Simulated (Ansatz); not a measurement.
Crystal: HfIn4SiO6.

```
Hf In Si O
1.0
     2.71585   -4.70357    0.00833
     2.71585    4.70357    0.00833
    -1.87915    0.00000    7.40127
Hf In Si O
1 4 1 6
Direct
  0.78835 0.21165 0.00000
  0.62175 0.37825 0.50000
  0.45502 0.54498 0.00000
  0.28407 0.71593 0.50000
  0.95814 0.04186 0.50000
  0.12168 0.87832 0.00000
  0.06219 0.11415 0.86666
  0.88585 0.93781 0.13334
  0.79490 0.53784 0.86663
  0.46216 0.20510 0.13337
  0.15352 0.62879 0.13333
  0.37121 0.84648 0.86667
```

The cell was built by a generator and needn't be a form met in nature.

- Program: Ansatz 0.2.0
- Task: relaxation of cell and atoms
- Functional: revPBE
- Potentials or basis: Ansatz PAW
- Cutoff: 420 eV (not typed: the program's choice for these potentials)
- k mesh: 4 × 4 × 3
- Occupations: fermi-dirac, width 0.05 eV
- Spin: no spin polarisation

At the start: volume 15.77 Å³/atom.

**Question.** How do energy, volume and symmetry change on relaxing?

**Answer.** It ends after 8 steps and the volume is 16.14 Å³/atom (+2.3 %); space group C2 (No. 5, to 0.05 Å).

The path:
| step | energy change (eV) | largest force (eV/Å) | volume (Å³) |
| --- | --- | --- | --- |
| 1 | 0.0000 | 0.1337 | 189.24 |
| 2 | -0.0034 | 0.1828 | 194.43 |
| 3 | -0.0136 | 0.0547 | 193.30 |
| 4 | -0.0141 | 0.0167 | 193.27 |
| 5 | -0.0141 | 0.0046 | 193.30 |
| 6 | -0.0264 | 0.0048 | 193.30 |
| 7 | -0.0257 | 0.0055 | 193.65 |
| 8 | -0.0266 | 0.0055 | 193.65 |

Final structure:
```
Hf In Si O
1.0
     2.72390   -4.71843    0.01039
     2.72390    4.71843    0.01039
    -1.87948    0.00000    7.52638
Hf In Si O
1 4 1 6
Cartesian
  2.7239 -2.7202 0.0104
  1.7842 -1.1451 3.7736
  2.7239 0.4258 0.0104
  1.7842 2.0218 3.7736
  1.7842 -4.3181 3.7736
  2.7239 3.5711 0.0104
  -1.1505 0.2474 6.5322
  4.7188 0.2474 1.0149
  2.0017 -1.2164 6.5444
  1.5666 -1.2164 1.0028
  1.8753 2.2457 1.0034
  1.6930 2.2457 6.5438
```

Caveat: the plane-wave basis is chosen anew once the cell has moved, so the energies of steps on either side of that aren't comparable; the pressure holds a Pulay correction of +0.4 GPa for the finite cutoff; the PAW data sets come from PBE, with cores solved anew for the run's functional, which leaves a small shift of forces and pressure.
